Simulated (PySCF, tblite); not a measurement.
# C₅H₈BFO₂: geometry, infrared bands and NMR shifts

Aim: predict the infrared bands and NMR shifts of C₅H₈BFO₂ (`O=C1CCOB(F)CC1`).

The runs use tblite 0.8.0 and PySCF 2.14.0, with density-fitted response routines of our own; the level of theory stands in each step. All values are computed, except where a source is named. Atoms count from 0, in the outputs and in this text.

**1. Starting geometry**

17 atoms, charge 0, multiplicity 1; geometry from: force field or distance geometry start.

Bonds of the start (Å): O0–C1 1.23, C1–C2 1.51, C2–C3 1.54, C3–O4 1.40, O4–B5 1.47, B5–F6 1.45, B5–C7 1.59, C7–C8 1.54, C8–C1 1.49, C2–H9 1.10, C2–H10 1.12, C3–H11 1.11, C3–H12 1.13, C7–H13 1.10, C7–H14 1.12, C8–H15 1.12, C8–H16 1.11.

**2. Optimising the geometry with GFN2-xTB**

Job settings and geometry (Å):

```
{"job": {"kind": "relax", "xc": "GFN2-xTB", "basis": "xTB"}, "charge": 0, "multiplicity": 1}
O     -0.654800    -1.777600     1.508200
C     -0.447400    -1.218000     0.432000
C      0.906500    -1.393800    -0.222300
C      1.694100    -0.070600    -0.234700
O      1.051300     0.897300    -1.015600
B      0.142700     1.717700    -0.193900
F      0.590600     3.007800     0.291500
C     -1.265600     1.145700     0.277900
C     -1.479800    -0.317700    -0.159400
H      1.482500    -2.172100     0.307500
H      0.741800    -1.734800    -1.273400
H      2.679700    -0.290600    -0.685200
H      1.911300     0.253200     0.829700
H     -1.333600     1.208900     1.377900
H     -2.074500     1.785300    -0.159700
H     -2.498000    -0.644100     0.176200
H     -1.453900    -0.384700    -1.266600
```

Command:

```console
$ OMP_NUM_THREADS=1 python probes_run.py task.json out
```

One launch serves the whole session: the jobs run in the order shown.

**Question.** This job is followed by: GFN2-xTB harmonic vibrations, gas phase; GIAO PBE0/pcSseg-1 NMR shielding, non-relativistic, gas phase. What will the session give for the following? strongest single infrared mode (GFN2-xTB); zero-point energy (GFN2-xTB); 13C shifts against TMS (PBE0/pcSseg-1); 1H shifts against TMS (PBE0/pcSseg-1, means over atoms taken as alike); 17O shifts against H2O (PBE0/pcSseg-1); 11B shifts against BF3·OEt2 (PBE0/pcSseg-1); 19F shifts against CFCl3 (PBE0/pcSseg-1).

As calculated:

| quantity | value |
| --- | --- |
| strongest single infrared mode (GFN2-xTB) | 1770 cm⁻¹, 316 km/mol |
| zero-point energy (GFN2-xTB) | 82.1 kcal/mol |
| 13C shifts against TMS (PBE0/pcSseg-1) | 216.1, 68.6, 51.4, 43.5, 11.2 ppm |
| 1H shifts against TMS (PBE0/pcSseg-1, means over atoms taken as alike) | 4.34, 2.53, 2.43, 1.10 ppm |
| 17O shifts against H2O (PBE0/pcSseg-1) | 668.4, 161.7 ppm |
| 11B shifts against BF3·OEt2 (PBE0/pcSseg-1) | 29.5 ppm |
| 19F shifts against CFCl3 (PBE0/pcSseg-1) | -71.4 ppm |

In words: Relaxing lowered the energy by 1.171 eV in 98 steps; the close pair that moved most is O4–B5, from 1.474 to 1.330 Å. No mode is imaginary among the 45: a minimum at this level. The strongest single mode, at 1770 cm⁻¹, moves mainly C1 and O0. GFN2-xTB is a fitted tight-binding method: band positions and strengths are rough. Its intensities can rank the bands wrongly. C1 (ketone carbonyl carbon) lies farthest downfield among carbon, at 216.1 ppm; low-lying n→π* states of the double bond to the heteroatom give a large paramagnetic term (-279 ppm). The most deshielded hydrogen is H11, H12 (mean) (hydrogen on an sp3 CH2 bonded to O), at 4.34 ppm: its carbon carries O, which withdraws density. At PBE0/pcSseg-1: The largest span, 1227 ppm, is at O0, where the paramagnetic term is -732 ppm.
